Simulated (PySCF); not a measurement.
# A gas-phase reaction: ClH3Si + CH2O → CH5ClOSi

Aim: the reaction energy of `[SiH3]Cl` + `C=O` → `CO[SiH2]Cl`.

Computed with PySCF 2.14.0; each step states its level. No surroundings beyond the atoms listed, unless a continuum is named. Atoms count from 0, parts from 1.

## 1. The system as given

Each species was relaxed by itself at PBE0-D3(BJ)/def2-SVPD.

## 2. Reaction energy: wB97M-D3(BJ)/def2-TZVPD

Job settings and geometry (Å):

```
{"job": {"kind": "react", "xc": "wB97M-D3(BJ)", "basis": "def2-TZVPD"}, "charge": 0, "multiplicity": 1}
-1 ClH3Si charge 0 multiplicity 1
Si    -0.003700     0.052610     0.025400
Cl     2.076470     0.059850     0.132980
H     -0.403890    -0.871030    -1.068830
H     -0.453590     1.440550    -0.260620
H     -0.529390    -0.416480     1.334670

-1 CH2O charge 0 multiplicity 1
C     -0.002490     0.002880    -0.000570
O      1.188730    -0.124980     0.033150
H     -0.691640    -0.874940    -0.021850
H     -0.488330     1.007770    -0.011600

+1 CH5ClOSi charge 0 multiplicity 1
C     -0.189770    -0.829130    -0.663520
O      0.517450    -0.914640     0.550330
Si     1.326330     0.355400     1.244440
Cl     2.106750    -0.356820     3.016110
H     -1.008730    -0.092220    -0.605450
H      0.472720    -0.555160    -1.502020
H     -0.625360    -1.814500    -0.874570
H      0.396790     1.474980     1.557480
H      2.453340     0.809100     0.384820
```

Level: wB97M-D3(BJ)/def2-TZVPD reaction energy of separated species, gas phase.

Launch:

```console
OMP_NUM_THREADS=1 python cluster_run.py task.json out
```

This one command runs all jobs of the session in turn.

What it wrote:

```text
species 1 (ClH3Si)
coarse grid: 20144 points
cycle   1  E = -751.6190239657  dE = -1.337e-01  |g| = 2.750e-01  |ddm| = 1.536e+00
cycle   2  E = -751.6337510136  dE = -1.473e-02  |g| = 2.068e-01  |ddm| = 4.375e-01
cycle   3  E = -751.6434530364  dE = -9.702e-03  |g| = 1.659e-02  |ddm| = 1.789e-01
cycle   4  E = -751.6435316482  dE = -7.861e-05  |g| = 4.470e-03  |ddm| = 2.233e-02
cycle   5  E = -751.6435413453  dE = -9.697e-06  |g| = 1.072e-03  |ddm| = 9.624e-03
final grid: 39792 points
cycle   6  E = -751.6435046748  dE = -3.347e-07  |g| = 6.076e-04  |ddm| = 2.193e-03
cycle   7  E = -751.6435047324  dE = -5.759e-08  |g| = 3.996e-04  |ddm| = 9.034e-04
cycle   8  E = -751.6435047595  dE = -2.715e-08  |g| = 4.058e-05  |ddm| = 3.614e-04
cycle   9  E = -751.6435047607  dE = -1.214e-09  |g| = 1.641e-05  |ddm| = 7.605e-05
cycle  10  E = -751.6435047609  dE = -1.313e-10  |g| = 2.467e-06  |ddm| = 3.076e-05
converged SCF energy = -751.6435047609

species 2 (CH2O)
coarse grid: 15304 points
cycle   1  E = -114.4518010689  dE =  2.070e-01  |g| = 7.655e-01  |ddm| = 1.397e+00
cycle   2  E = -114.3213015834  dE =  1.305e-01  |g| = 1.203e+00  |ddm| = 9.182e-01
cycle   3  E = -114.5746091347  dE = -2.533e-01  |g| = 4.171e-02  |ddm| = 5.085e-01
cycle   4  E = -114.5749966729  dE = -3.875e-04  |g| = 1.576e-02  |ddm| = 3.287e-02
cycle   5  E = -114.5750597799  dE = -6.311e-05  |g| = 5.175e-03  |ddm| = 1.224e-02
cycle   6  E = -114.5750692485  dE = -9.469e-06  |g| = 1.258e-03  |ddm| = 5.548e-03
final grid: 33160 points
cycle   7  E = -114.5750708365  dE = -6.418e-07  |g| = 9.359e-04  |ddm| = 3.584e-03
cycle   8  E = -114.5750708555  dE = -1.898e-08  |g| = 1.215e-03  |ddm| = 1.015e-03
cycle   9  E = -114.5750710869  dE = -2.315e-07  |g| = 1.181e-04  |ddm| = 5.336e-04
cycle  10  E = -114.5750710973  dE = -1.039e-08  |g| = 8.956e-05  |ddm| = 2.092e-04
cycle  11  E = -114.5750711000  dE = -2.723e-09  |g| = 2.304e-06  |ddm| = 1.220e-04
cycle  12  E = -114.5750711000  dE = -2.103e-12  |g| = 4.233e-07  |ddm| = 1.073e-05
converged SCF energy = -114.5750711000

species 3 (CH5ClOSi)
coarse grid: 35448 points
cycle   1  E = -866.1987369047  dE =  2.936e-01  |g| = 6.770e-01  |ddm| = 2.250e+00
cycle   2  E = -866.1856489920  dE =  1.309e-02  |g| = 7.887e-01  |ddm| = 9.742e-01
cycle   3  E = -866.2901115814  dE = -1.045e-01  |g| = 5.801e-02  |ddm| = 4.570e-01
cycle   4  E = -866.2908189357  dE = -7.074e-04  |g| = 2.547e-02  |ddm| = 7.636e-02
cycle   5  E = -866.2909628278  dE = -1.439e-04  |g| = 3.374e-03  |ddm| = 2.454e-02
cycle   6  E = -866.2909670954  dE = -4.268e-06  |g| = 6.525e-04  |ddm| = 7.054e-03
final grid: 72952 points
cycle   7  E = -866.2909153186  dE = -2.845e-07  |g| = 2.790e-04  |ddm| = 4.234e-03
cycle   8  E = -866.2909153504  dE = -3.187e-08  |g| = 1.624e-04  |ddm| = 6.922e-04
cycle   9  E = -866.2909153569  dE = -6.499e-09  |g| = 5.179e-05  |ddm| = 1.990e-04
cycle  10  E = -866.2909153584  dE = -1.488e-09  |g| = 2.924e-05  |ddm| = 1.106e-04
cycle  11  E = -866.2909153586  dE = -2.030e-10  |g| = 6.203e-06  |ddm| = 3.230e-05
converged SCF energy = -866.2909153586

Reaction energy = -47.200 kcal/mol
```

It took 25 s on 1 thread of Arm Neoverse V1, shared host; peak memory 0.77 GiB.

Species by species (with the dispersion term, which the log's SCF energies lack):

```csv
ν,species,energy (Eh),HOMO (eV)
-1,[SiH3]Cl,-751.64737,-11.36
-1,C=O,-114.57707,-10.37
+1,CO[SiH2]Cl,-866.29966,-10.89
```

## 3. Energies of the species: PBE0-D3(BJ)/def2-TZVPD

The job, as its differences from that of step 2:

```diff
@@ -1,2 +1,2 @@
-{"job": {"kind": "react", "xc": "wB97M-D3(BJ)", "basis": "def2-TZVPD"}, "charge": 0, "multiplicity": 1}
+{"job": {"kind": "react", "xc": "PBE0", "basis": "def2-TZVPD", "disp": "d3bj"}, "charge": 0, "multiplicity": 1}
 -1 ClH3Si charge 0 multiplicity 1
```

Method: PBE0-D3(BJ)/def2-TZVPD reaction energy of separated species, gas phase.

What it wrote:

```text
species 1 (ClH3Si)
coarse grid: 5112 points
cycle   1  E = -751.2656077553  dE = -1.060e-01  |g| = 2.254e-01  |ddm| = 1.494e+00
cycle   2  E = -751.2632925865  dE =  2.315e-03  |g| = 2.472e-01  |ddm| = 4.298e-01
cycle   3  E = -751.2787749278  dE = -1.548e-02  |g| = 2.272e-02  |ddm| = 2.172e-01
cycle   4  E = -751.2788517832  dE = -7.686e-05  |g| = 5.734e-03  |ddm| = 1.338e-02
cycle   5  E = -751.2788587067  dE = -6.923e-06  |g| = 1.809e-03  |ddm| = 5.395e-03
final grid: 39792 points
cycle   6  E = -751.2792407594  dE = -7.214e-06  |g| = 2.974e-03  |ddm| = 1.363e-02
cycle   7  E = -751.2792402330  dE =  5.264e-07  |g| = 3.007e-03  |ddm| = 4.080e-03
cycle   8  E = -751.2792423496  dE = -2.117e-06  |g| = 2.231e-04  |ddm| = 2.379e-03
cycle   9  E = -751.2792423657  dE = -1.611e-08  |g| = 2.549e-05  |ddm| = 2.083e-04
cycle  10  E = -751.2792423658  dE = -1.470e-10  |g| = 1.228e-05  |ddm| = 3.340e-05
converged SCF energy = -751.2792423658

species 2 (CH2O)
coarse grid: 3416 points
cycle   1  E = -114.3196320732  dE =  2.101e-01  |g| = 7.145e-01  |ddm| = 1.357e+00
cycle   2  E = -113.9097803706  dE =  4.099e-01  |g| = 1.610e+00  |ddm| = 1.033e+00
cycle   3  E = -114.4210678264  dE = -5.113e-01  |g| = 3.341e-02  |ddm| = 7.053e-01
cycle   4  E = -114.4212371272  dE = -1.693e-04  |g| = 2.300e-02  |ddm| = 4.141e-02
cycle   5  E = -114.4213488717  dE = -1.117e-04  |g| = 5.734e-03  |ddm| = 1.315e-02
cycle   6  E = -114.4213552703  dE = -6.399e-06  |g| = 1.322e-03  |ddm| = 3.212e-03
final grid: 33160 points
cycle   7  E = -114.4194274128  dE =  1.286e-06  |g| = 1.054e-02  |ddm| = 4.395e-02
cycle   8  E = -114.4193619925  dE =  6.542e-05  |g| = 2.166e-02  |ddm| = 1.269e-02
cycle   9  E = -114.4194469453  dE = -8.495e-05  |g| = 6.886e-04  |ddm| = 8.962e-03
cycle  10  E = -114.4194470460  dE = -1.006e-07  |g| = 1.149e-04  |ddm| = 4.077e-04
cycle  11  E = -114.4194470489  dE = -2.956e-09  |g| = 1.380e-05  |ddm| = 8.609e-05
cycle  12  E = -114.4194470490  dE = -4.334e-11  |g| = 1.083e-06  |ddm| = 1.196e-05
converged SCF energy = -114.4194470490

species 3 (CH5ClOSi)
coarse grid: 8520 points
cycle   1  E = -865.6960644141  dE =  2.477e-01  |g| = 6.640e-01  |ddm| = 2.322e+00
cycle   2  E = -865.5357705897  dE =  1.603e-01  |g| = 1.136e+00  |ddm| = 1.108e+00
cycle   3  E = -865.7757290141  dE = -2.400e-01  |g| = 8.235e-02  |ddm| = 6.841e-01
cycle   4  E = -865.7768255712  dE = -1.097e-03  |g| = 3.995e-02  |ddm| = 9.326e-02
cycle   5  E = -865.7771707057  dE = -3.451e-04  |g| = 5.970e-03  |ddm| = 3.701e-02
cycle   6  E = -865.7771781486  dE = -7.443e-06  |g| = 1.824e-03  |ddm| = 6.519e-03
final grid: 72952 points
cycle   7  E = -865.7751170368  dE = -2.455e-05  |g| = 8.863e-03  |ddm| = 8.621e-02
cycle   8  E = -865.7751023277  dE =  1.471e-05  |g| = 1.262e-02  |ddm| = 1.093e-02
cycle   9  E = -865.7751306540  dE = -2.833e-05  |g| = 1.367e-03  |ddm| = 6.546e-03
cycle  10  E = -865.7751310188  dE = -3.648e-07  |g| = 1.718e-04  |ddm| = 9.717e-04
cycle  11  E = -865.7751310256  dE = -6.753e-09  |g| = 3.938e-05  |ddm| = 1.550e-04
cycle  12  E = -865.7751310259  dE = -3.431e-10  |g| = 1.300e-05  |ddm| = 4.852e-05
converged SCF energy = -865.7751310259

Reaction energy = -49.320 kcal/mol
```

Run time: 11 s. Hardware: 1 thread of Arm Neoverse V1, shared host; peak memory 0.64 GiB.

Reaction energy at this level: -49.32 kcal/mol.

## 4. Side by side

Energies in kcal/mol, with wall time:

```csv
run,reaction,time
wB97M-D3(BJ)/def2-TZVPD,-47.20,25 s
PBE0-D3(BJ)/def2-TZVPD,-49.32,11 s
```

## 5. Summary of results

| quantity | value |
| --- | --- |
| reaction energy (wB97M-D3(BJ)/def2-TZVPD) | -47.20 kcal/mol |
| ΔH, ΔG at 298 K (xTB thermal terms) | -42.5, -32.4 kcal/mol |
| range of the reaction energy over the runs of this table | -49.32 to -47.20 kcal/mol |

What this shows: The reaction is exothermic by 42.5 kcal/mol in the gas phase; dispersion gives -1.81, and xTB itself gave -61.02 for the electronic energy (xTB energies and thermal terms come from the earlier relaxation of each species, not shown). No barrier was sought. xTB and this level differ widely in the electronic energy, so what comes from xTB (the thermal terms above all) is less safe here. The reaction energy runs from -49.32 (PBE0-D3(BJ)/def2-TZVPD) to -47.20 kcal/mol (wB97M-D3(BJ)/def2-TZVPD).
